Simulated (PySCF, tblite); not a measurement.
# C₈H₁₂N₂: geometry, infrared bands and NMR shifts

Wanted: the infrared bands and NMR shifts of C₈H₁₂N₂ (`CN[C@@]12[C@@H]3[C@H]4[C@@H]([C@@H]31)[C@]42CN`), by calculation.

Programs: tblite 0.8.0 and PySCF 2.14.0, with density-fitted response routines of our own. Each step states its level of theory. These are calculated values for one molecule in the gas phase, unless marked as measured. Atoms are numbered from 0 throughout.

### Step 1. The molecule as given

22 atoms, charge 0, multiplicity 1; geometry from: force field or distance geometry start.

Bonds of the start (Å): C0–N1 1.47, N1–C2 1.41, C2–C3 1.51, C3–C4 1.49, C4–C5 1.50, C5–C6 1.50, C5–C7 1.50, C7–C8 1.47, C8–N9 1.46, C6–C2 1.49, C7–C2 1.49, C6–C3 1.50, C7–C4 1.50, C0–H10 1.09, C0–H11 1.10, C0–H12 1.10, N1–H13 1.02, C3–H14 1.07, C4–H15 1.06, C5–H16 1.06, C6–H17 1.06, C8–H18 1.09, C8–H19 1.09, N9–H20 1.02, N9–H21 1.02.

### Step 2. Optimising the geometry with GFN2-xTB

Job settings and geometry (Å):

```
{"job": {"kind": "relax", "xc": "GFN2-xTB", "basis": "xTB"}, "charge": 0, "multiplicity": 1}
C      1.991200    -0.885300     1.283300
N      0.989800     0.165500     1.510700
C      0.362000     0.583700     0.322300
C     -0.329300     1.903800     0.090300
C     -1.273400     1.258900    -0.863800
C     -0.122200     0.837800    -1.725900
C      0.830700     1.489500    -0.764800
C     -0.598400    -0.052500    -0.617100
C     -1.147800    -1.413800    -0.752900
N     -1.876200    -1.772000     0.466200
H      2.777100    -0.536900     0.617400
H      1.519000    -1.779300     0.852700
H      2.433700    -1.174500     2.244700
H      1.455300     0.944600     1.981600
H     -0.377700     2.751300     0.740900
H     -2.290100     1.417700    -1.129900
H     -0.106300     0.642800    -2.763400
H      1.767000     1.969600    -0.851800
H     -0.347800    -2.128600    -0.918400
H     -1.829500    -1.474400    -1.602200
H     -2.608200    -1.075200     0.628700
H     -1.229200    -1.653300     1.250400
```

Started as:

```sh
> OMP_NUM_THREADS=1 python probes_run.py task.json out
```

This one command runs all jobs of the session in turn.

**Question.** This job is followed by: GFN2-xTB harmonic vibrations, gas phase; GIAO PBE0/pcSseg-1 NMR shielding, non-relativistic, gas phase. What will the session give for the following? strongest single infrared mode (GFN2-xTB); zero-point energy (GFN2-xTB); 13C shifts against TMS (PBE0/pcSseg-1, means over atoms taken as alike); 1H shifts against TMS (PBE0/pcSseg-1, means over atoms taken as alike); 15N shifts against NH3 (PBE0/pcSseg-1); surface potential, 1st and 99th percentile.

**Answer**, as computed:

| quantity | value |
| --- | --- |
| strongest single infrared mode (GFN2-xTB) | 999 cm⁻¹, 98 km/mol |
| zero-point energy (GFN2-xTB) | 116.3 kcal/mol |
| 13C shifts against TMS (PBE0/pcSseg-1, means over atoms taken as alike) | 61.8, 51.5, 47.8, 38.9, 31.8, 29.9 ppm |
| 1H shifts against TMS (PBE0/pcSseg-1, means over atoms taken as alike) | 3.06, 2.80, 2.19, 1.97, 1.30, -0.03 ppm |
| 15N shifts against NH3 (PBE0/pcSseg-1) | 46.9, 41.9 ppm |
| surface potential, 1st and 99th percentile | -1.95 V and 1.45 V |

Relaxing lowered the energy by 0.328 eV in 80 steps; the close pair that moved most is C2–C7, from 1.486 to 1.556 Å. No mode is imaginary among the 60: a minimum at this level. The strongest single mode, at 999 cm⁻¹, is spread over many atoms; the largest shares are those of N9. Unscaled tight-binding wavenumbers are off by several per cent, some by more. Its intensities can rank the bands wrongly. The most deshielded hydrogen is H18, H19 (mean) (hydrogen on an sp3 CH2 bonded to N), at 3.06 ppm: its carbon carries N, an electronegative neighbour. At PBE0/pcSseg-1: Shielding is most anisotropic at C7 (span 109 ppm, paramagnetic term -109 ppm).
